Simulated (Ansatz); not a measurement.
# BGeCl+ (doublet): the correlation ladder, cc-pVDZ

The task here is to estimate one member of a computed series from the others.

Program: Ansatz 0.2.0, Gaussian basis. Level of theory: cc-pVDZ, core rule «outside noble gas», up to 20 orbitals frozen. These are calculated values, not measurements.

To be run: UHF; CCSD(T) on ROHF; CCSD(T) on UHF; BCCD(T) on ROHF; CISD as a restricted active space (open shells left free, so some higher excitations enter); CCSDT(Q) on ROHF; CCSDT(Q) on UHF.

20 further runs of the same task are left out: 9 that didn't finish, 11 set aside as unsound or not needed. Runs told in other sessions of the task aren't counted.

## What is computed

The geometry is a PBE0/def2-TZVP stationary point (not a proven minimum) of the parent state, kept for this charge and spin. No spin-orbit coupling is included. The filled d shell of Ge may be among the frozen orbitals whatever the setting's name suggests.

3 atoms, charge 1, spin multiplicity 2.

Atoms are counted from 1 here; the program's logs count them from 0.

Bond lengths: B1–Ge2 2.264 Å, B1–Cl3 2.085 Å, Ge2–Cl3 2.259 Å. Angles: Ge2–B1–Cl3 62.4°, B1–Ge2–Cl3 54.9°, B1–Cl3–Ge2 62.7°.

Set-up of the first run:

The input, in.yaml:

```yaml
crystal:
  periodic: [false, false, false]
  atoms:
    - {symbol: B, position_ang: [0.000000, -1.623594, -0.677472]}
    - {symbol: Ge, position_ang: [0.000000, 0.087356, 0.804839]}
    - {symbol: Cl, position_ang: [0.000000, 0.316111, -1.442456]}
basis:
  gaussian: {orbitals: cc-pVDZ}
total_charge: 1
magnetization: {spin_polarized: true, initial_magnetization: 1}
hamiltonian: {xc: hf}
output: {orbitals: {seedname: orbitals}}
```

Launch:

```console
$ ansatz run in.yaml --threads 1 --pin off --events-out ev --progress --plain --max-ram 2393MiB
```

Steps of the session up to this table: UHF; CCSD(T) on ROHF; CCSD(T) on UHF; BCCD(T) on ROHF; CISD as a restricted active space (open shells left free, so some higher excitations enter); CCSDT(Q) on ROHF; CCSDT(Q) on UHF.

One table of the session follows, with a row left open; its other results are not shown here.

```
   method  from UCCSDT(Q) (meV)
     ROHF               +8204.5
      UHF               +8052.2
     RMP2               +1438.2
     UMP2               +1426.7
     CISD               +1269.3
    RCCSD                +405.4
    UCCSD                +390.7
 RCCSD(T)                 +77.3
 UCCSD(T)                 +74.0
  BCCD(T)                 +70.4
   RCCSDT                     ?
   UCCSDT                 +27.9
RCCSDT(Q)                  +6.5
UCCSDT(Q)                     0
```

Q: Estimate the row for RCCSDT from the others.

**Answer.** from UCCSDT(Q) (meV): +30.3. In the column «from UCCSDT(Q) (meV)» it lies between UCCSDT (+27.9) and BCCD(T) (+70.4).

Caveats from the session: Restricted and unrestricted rows rest on different reference determinants; a gap between their highest levels can come from leftover correlation error, from unlike frozen cores or from another state.
